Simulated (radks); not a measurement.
**Ir³⁺ in [Xe] 4f14 5d5.5 6d0.5: an all-electron calculation**

Aim: the levels, the sizes of the orbitals and the parts of the energy of the iridium ion Ir3+.

The numbers are computed with radks (a radial shooting solver on a logarithmic mesh, Libxc functionals) version 1 (Dirac Kohn-Sham, LDA (Slater exchange, Perdew-Wang correlation), spin-unpolarised, spherical densities, finite nucleus; open shells fill j = l - 1/2 first), except any that are marked as measured or tabulated.

## Step 1: Starting point

* element: iridium (Z = 77)
* charge: +3
* electrons: 74
* configuration: [Xe] 4f14 5d5.5 6d0.5
* nuclear rms radius: 5.4032 fm

## Step 2: The calculation

Settings of this run:

```text
Z 77
configuration [Xe] 4f14 5d5.5 6d0.5 6s0 6p0 5f0 7d0
relativity Dirac
functional lda,pw
spin unpolarised
j_filling energy
nucleus finite rms 5.4032 fm
c 137.035999084
```

Started as:

```sh
> python run_ks.py task.json out
```

This one command runs every case of the session in turn.

**Question.** What will this run give?

**Answer**, as computed:

```
                        quantity                   value
                    total energy     -17841.9425 hartree
exchange-correlation share of it                  1.89 %
                            −T/E                  1.1386
          highest occupied level       6d3/2, -14.698 eV
    most extended occupied level  6d3/2, <r> = 4.06 bohr
 radius at density 0.001 e/bohr³               3.91 bohr
    maxima of the radial density                       4
```

The radial density shows 4 maxima for 6 occupied principal shells; where shells overlap, one shows as a shoulder or not at all. Relativity lifts −T/E to 1.139. This is not the tabulated ground configuration, so its levels and sizes aren't those of the ground state, and no measured value stands beside it.
